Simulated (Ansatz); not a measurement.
# AsGaH2: the cost of one run

The runs use Ansatz 0.2.0, Gaussian basis; cc-pVTZ, core rule «outside noble gas», up to 28 orbitals frozen.

The runs, in order: UHF; CCSD(T) on ROHF; CCSD(T) on UHF; BCCD(T) on ROHF; CCSDT(Q) on ROHF; CCSDT(Q) on UHF.

12 further runs of the same task are left out: 8 for a known fault of the program, 4 set aside as unsound or not needed. Runs told in other sessions of the task aren't counted.

### 1 The system

The geometry is a PBE0/def2-TZVP stationary point (not a proven minimum). No spin-orbit coupling is included. The filled d shell of Ga, As may be among the frozen orbitals whatever the setting's name suggests.

4 atoms, charge 0, spin multiplicity 3.

Atoms are counted from 1 here; the program's logs count them from 0.

Bond lengths: Ga1–As2 2.473 Å, Ga1–H3 1.608 Å, As2–H4 1.527 Å. Angles: As2–Ga1–H3 116.3°, Ga1–As2–H4 93.5°.

As a file:

```xyz
4
AsGaH2
Ga    0.0000   -0.0615    1.2744
As    0.0000    0.0588   -1.1953
H     0.0000    1.3435    2.0559
H     0.0000   -1.4587   -1.3620
```

### 2 UHF

Input file in.yaml:

```yaml
crystal:
  periodic: [false, false, false]
  atoms:
    - {symbol: Ga, position_ang: [0.000000, -0.061519, 1.274398]}
    - {symbol: As, position_ang: [0.000000, 0.058800, -1.195307]}
    - {symbol: H, position_ang: [0.000000, 1.343482, 2.055926]}
    - {symbol: H, position_ang: [0.000000, -1.458691, -1.361996]}
basis:
  gaussian: {orbitals: cc-pVTZ}
magnetization: {spin_polarized: true, initial_magnetization: 2}
hamiltonian: {xc: hf}
output: {orbitals: {seedname: orbitals}}
```

Command:

```sh
$ ansatz run in.yaml --threads 1 --pin off --events-out ev --progress --plain --max-ram 4096MiB --backend cpu
```

Q: Estimate wall time and peak memory on 1 thread of AMD EPYC 7R13, shared host.

About 5.5 s, with a peak of 0.28 GiB.
